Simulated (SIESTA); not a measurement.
Crystal: LiTa2O6.

```
Ta O Li
1.0
     2.64649    1.52795    4.67071
    -2.64649    1.52795    4.67071
     0.00000   -3.05590    4.67071
Ta O Li
2 6 1
Direct
  0.99233 0.99233 0.99233
  0.50193 0.50193 0.50193
  0.63234 0.86912 0.25166
  0.86912 0.25166 0.63234
  0.25166 0.63234 0.86912
  0.18319 0.76013 0.31676
  0.76013 0.31676 0.18319
  0.31676 0.18319 0.76013
  0.21541 0.21541 0.21541
```

The cell comes from a database or a generator and needn't be the stable form of this composition.

| Item | Value |
| --- | --- |
| Program | SIESTA 5.4.2 |
| Task | single point |
| Functional | PBEsol |
| Potentials or basis | PseudoDojo 0.4 standard (PBEsol files) |
| Basis | DZP (energy shift 0.003 Ry; two zetas on semicore shells) |
| Grid cutoff | 800 Ry |
| Energy shift | 0.003 Ry |
| k mesh | 6 × 6 × 6 |
| Occupations | fermi-dirac, width 0.05 eV |
| Spin | no spin polarisation |

On this cell: pressure -2.7 GPa; largest force 0.387 eV/Å; band gap on the k mesh none (metal or under the smearing width).

The same run follows on a disturbed copy (atoms moved at random, drawn with an rms of 0.05 Å):

```xyz
9
Lattice="2.6465 1.5280 4.6707 -2.6465 1.5280 4.6707 0.0000 -3.0559 4.6707" Properties=species:S:1:pos:R:3 pbc="T T T"
Ta   -0.0165   -0.0087   13.8920
Ta    0.0823   -0.0135    6.9974
O    -0.6572    1.4937    8.1816
O     1.6178   -0.2070    8.1999
O    -1.0186   -1.2740    8.1463
O    -1.5317    0.4787    5.8668
O     1.1970    1.0924    5.9005
O     0.3861   -1.5549    5.9188
Li    0.0156   -0.0248    3.0392
```

Q: What does the disturbed cell give?

A: The energy (extrapolated to zero smearing) moves by +10.5 meV/atom; pressure -2.5 GPa; largest force 1.253 eV/Å; band gap on the k mesh none (metal or under the smearing width).

Forces in eV/Å, atoms in the order of the input:
```
Ta   0.668 -0.528 -0.047
Ta  -1.237  0.176 -0.095
O    0.295  0.722  0.385
O    0.415 -0.067  0.400
O   -0.576 -0.316  0.570
O    0.262  0.119 -0.096
O    0.199  0.404 -0.354
O   -0.045 -0.592 -0.629
Li   0.019  0.081 -0.134
```

Stress tensor (GPa, compression positive):
```
-2.10  0.30 -0.40
 0.30 -2.10 -1.20
-0.40 -1.20 -3.34
```

Caveats: short orbitals over semicore shells can move pressures by several GPa; the basis of atomic orbitals isn't converged, which shifts pressures, moduli and gaps; an odd number of electrons without spin polarisation forces a metal; a magnetic or distorted state may lie lower.
